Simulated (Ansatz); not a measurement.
**AlGeH3O2: energies of removing a hydrogen, by script**

A script is to give energies of removing a hydrogen; the system is AlGeH3O2.

Computed with Ansatz 0.2.0 through its Python package. Level of theory: PBE0/def2-SVP.

## (1) Starting point

Bond lengths: O1–Ge2 1.731 Å, Ge2–O3 1.794 Å, Ge2–Al4 2.442 Å, O3–Al4 1.874 Å, O1–H5 1.010 Å, Ge2–H6 1.563 Å, Al4–H7 1.586 Å. Angles: O1–Ge2–O3 107.2°, O1–Ge2–Al4 115.7°, O1–Ge2–H6 116.5°, O3–Ge2–Al4 49.7°, O3–Ge2–H6 110.0°, Al4–Ge2–H6 127.7°, Ge2–O1–H5 108.1°, Ge2–O3–Al4 83.4°, Ge2–Al4–O3 46.9°, Ge2–Al4–H7 133.6°, O3–Al4–H7 150.9°.

No structure file is read: the coordinates are typed or built in the script.

## (2) Script

bde_algeh3o2.py

```python
"""Cost of removing each kind of hydrogen from AlGeH3O2, fragments frozen."""

import ansatz as az
from ase import Atoms


def energy(molecule, charge=0, unpaired=0):
    calc = (
        molecule.calculation()
        .basis(gaussian="def2-SVP")
        .functional("pbe0")
    )
    if charge:
        calc = calc.charge(charge)
    if unpaired:
        calc = calc.spin("collinear", total=unpaired)
    return calc.run(threads=1).report["free_energy_ev"]

def without(molecule, index):
    rest = az.Crystal.molecule()
    for i, site in enumerate(molecule.cartesian_sites):
        if i != index:
            rest = rest.atom(site.symbol, site.position_ang)
    return rest


def main() -> None:
    atoms = Atoms(["O", "Ge", "O", "Al", "H", "H", "H"], positions=[
        [-1.6101, 0.8896, -0.0734],
        [0.0093, 0.6943, 0.5052],
        [0.1395, -0.9689, 1.1656],
        [1.2095, -1.254, -0.3468],
        [-1.6152, 0.6971, -1.0651],
        [0.5016, 1.7314, 1.5662],
        [1.4267, -1.8576, -1.7975],
    ])
    mol = az.Crystal.molecule_from_ase(atoms)

    whole = energy(mol, 0)
    hydrogen = energy(az.Crystal.molecule().atom("H", (0, 0, 0)), 0, 1)
    print(f"E(molecule) = {whole:.5f} eV, E(H) = {hydrogen:.5f} eV")
    for index in [4, 5, 6]:
        radical = energy(without(mol, index), 0, 1)
        print(f"H{index}: homolysis {96.485332 * (radical + hydrogen - whole):.1f} kJ/mol")
        anion = energy(without(mol, index), -1)
        print(f"H{index}: loss of a proton {96.485332 * (anion - whole):.1f} kJ/mol")


if __name__ == "__main__":
    main()
```

## (3) What the engine is handed

The engine receives this input (first run):

```yaml
crystal:
  periodic: [false, false, false]
  atoms:
    - { symbol: O, position_ang: [-1.6101, 0.8896, -0.0734] }
    - { symbol: Ge, position_ang: [0.0093, 0.6943, 0.5052] }
    - { symbol: O, position_ang: [0.1395, -0.9689, 1.1656] }
    - { symbol: Al, position_ang: [1.2095, -1.254, -0.3468] }
    - { symbol: H, position_ang: [-1.6152, 0.6971, -1.0651] }
    - { symbol: H, position_ang: [0.5016, 1.7314, 1.5662] }
    - { symbol: H, position_ang: [1.4267, -1.8576, -1.7975] }
basis:
  gaussian:
    orbitals: def2-SVP
hamiltonian:
  xc: pbe0
```

## (4) Launch

Run with:

```console
> python bde_algeh3o2.py
```

**Question.** What results will this script give? Wanted: weakest bond to hydrogen among those tried; easiest loss of a proton among those tried.

The runs gave:

| quantity | value |
| --- | --- |
| weakest bond to hydrogen among those tried (homolysis) | H6 (counted from 0), 215.8 kJ/mol |
| easiest loss of a proton among those tried | H6, 1381.8 kJ/mol |
| runs compared | 8 |

**Reading.** Atoms are numbered as in the script, from 0. The fragments aren't relaxed and zero-point energy is left out, so these aren't bond dissociation enthalpies. Losing a bare proton in the gas phase costs far more than homolysis, as charges must be parted. All 8 runs converged (6 to 51 cycles). Caveats:
- The geometry is a force-field or estimated start, not a minimum of this method, and the basis set is short of its limit. All parts are taken at fixed geometry, without zero-point energy.
- Anions want diffuse functions, which this basis lacks.
